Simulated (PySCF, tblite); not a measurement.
# C4H13ClOSi2: geometry, infrared bands and NMR shifts

Aim: predict the infrared bands and NMR shifts of C4H13ClOSi2 (`C[C@H](C[SiH3])CO[SiH2]Cl`).

Programs: tblite 0.8.0 and PySCF 2.14.0, with density-fitted response routines of our own. Each step states its level of theory. These are calculated values for one molecule in the gas phase, unless marked as measured. Atoms are numbered from 0 throughout.

### Step 1. The molecule as given

21 atoms, charge 0, multiplicity 1; geometry from: force field or distance geometry start.

Bonds of the start (Å): C0–C1 1.53, C1–C2 1.49, C2–Si3 1.88, C1–C4 1.50, C4–O5 1.38, O5–Si6 1.74, Si6–Cl7 2.09, C0–H8 1.11, C0–H9 1.11, C0–H10 1.11, C1–H11 1.12, C2–H12 1.12, C2–H13 1.10, Si3–H14 1.47, Si3–H15 1.47, Si3–H16 1.46, C4–H17 1.12, C4–H18 1.11, Si6–H19 1.49, Si6–H20 1.46.

### Step 2. Optimising the geometry with GFN2-xTB

Job settings and geometry (Å):

```
{"job": {"kind": "relax", "xc": "GFN2-xTB", "basis": "xTB"}, "charge": 0, "multiplicity": 1}
C     -0.850300    -2.274400     0.430400
C     -0.706600    -0.752800     0.566300
C     -1.606700    -0.087900    -0.412900
Si    -1.516100     1.787900    -0.346100
C      0.730100    -0.440900     0.292400
O      1.020900     0.902700     0.375100
Si     2.711000     1.082100     0.010600
Cl     3.278100     3.092800     0.048700
H     -0.196500    -2.561500    -0.419200
H     -0.495800    -2.687600     1.400700
H     -1.918100    -2.552600     0.278500
H     -0.924200    -0.481200     1.630000
H     -2.670800    -0.340700    -0.169800
H     -1.361100    -0.443200    -1.424500
H     -0.300800     2.206600    -1.054900
H     -1.364900     2.192200     1.063400
H     -2.719800     2.305100    -0.989500
H      1.009200    -0.793800    -0.736800
H      1.367600    -1.018900     0.985900
H      3.479400     0.377500     1.072500
H      3.026600     0.505400    -1.291800
```

Started as:

```console
OMP_NUM_THREADS=1 python probes_run.py task.json out
```

This one command runs all jobs of the session in turn.

**Question.** This job is followed by: GFN2-xTB harmonic vibrations, gas phase; GIAO PBE0/pcSseg-1 NMR shielding, non-relativistic, gas phase. What will the session give for the following? strongest single infrared mode (GFN2-xTB); zero-point energy (GFN2-xTB); 13C shifts against TMS (PBE0/pcSseg-1); 1H shifts against TMS (PBE0/pcSseg-1, means over atoms taken as alike); 29Si shifts against TMS (PBE0/pcSseg-1); 17O shifts against H2O (PBE0/pcSseg-1); 35Cl shifts against HCl (PBE0/pcSseg-1).

As calculated:

| quantity | value |
| --- | --- |
| strongest single infrared mode (GFN2-xTB) | 2200 cm⁻¹, 488 km/mol |
| zero-point energy (GFN2-xTB) | 98.9 kcal/mol |
| 13C shifts against TMS (PBE0/pcSseg-1) | 72.7, 39.0, 23.1, 17.9 ppm |
| 1H shifts against TMS (PBE0/pcSseg-1, means over atoms taken as alike) | 5.36, 5.33, 4.04, 3.82, 3.46, 1.84, 0.99, 0.94, 0.40 ppm |
| 29Si shifts against TMS (PBE0/pcSseg-1) | -17.4, -71.4 ppm |
| 17O shifts against H2O (PBE0/pcSseg-1) | 54.0 ppm |
| 35Cl shifts against HCl (PBE0/pcSseg-1) | 7 ppm |

Over 138 steps the energy fell by 0.880 eV; of the close pairs, O5–Si6 changed most, 1.738 to 1.617 Å. No mode is imaginary among the 57: a minimum at this level. The strongest single mode, at 2200 cm⁻¹, moves mainly H16. Unscaled tight-binding wavenumbers are off by several per cent, some by more. Its intensities can rank the bands wrongly. At PBE0/pcSseg-1: The largest span, 242 ppm, is at Cl7, where the paramagnetic term is -206 ppm.
